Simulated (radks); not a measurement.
# Fractional charge and spin in the 6s shell of dysprosium

One table from this session's results is given with a row withheld; the runs are named, their logs left out.

Method: scalar-relativistic Kohn-Sham, LDA (Slater exchange, Perdew-Wang correlation), spin-polarised, spherical densities, point nucleus. Code: radks (a radial shooting solver on a logarithmic mesh, Libxc functionals) version 1.

## The atom as given

| Quantity | Value |
| --- | --- |
| element | dysprosium (Z = 66) |
| configuration | [Xe] 4f(up 5, down 5) 6s(up 1, down 1) |

A shell typed twice in an input gives spin up, then spin down.

The first run:

Input:

```text
Z 66
configuration [Xe] 4f5 4f5 6s1 6s1
relativity scalar-relativistic
functional lda,pw
spin polarised
nucleus point
c 137.035999084
```

Steps of the session up to this table: 6s: up 1, down 1.

One table of the session follows, with a row left open; its other results are not shown here.

It belongs to the step «6s: up 1, down 1». Radial moments (bohr):

| level | <r> | outermost maximum (interpolated) | 90 % within | nodes |
| --- | --- | --- | --- | --- |
| 3d | 0.2122 | 0.173 | 0.330 | 0 |
| 4s | 0.5302 | 0.494 | 0.762 | 3 |
| 4p | 0.5619 | 0.516 | 0.818 | 2 |
| 4d | 0.6101 | 0.534 | 0.918 | 1 |
| 5s | 1.300 | 1.16 | 1.88 | 4 |
| 5p | 1.549 | 1.32 | 2.29 | 3 |
| 6s | ? | ? | ? | ? |
| 4f | 0.8813 | 0.538 | 1.55 | 0 |

Estimate the missing values for 6s.

The run gave: <r>: 4.057; outermost maximum (interpolated): 3.40; 90 % within: 6.03; nodes: 5. In the column «<r>» it is the highest.
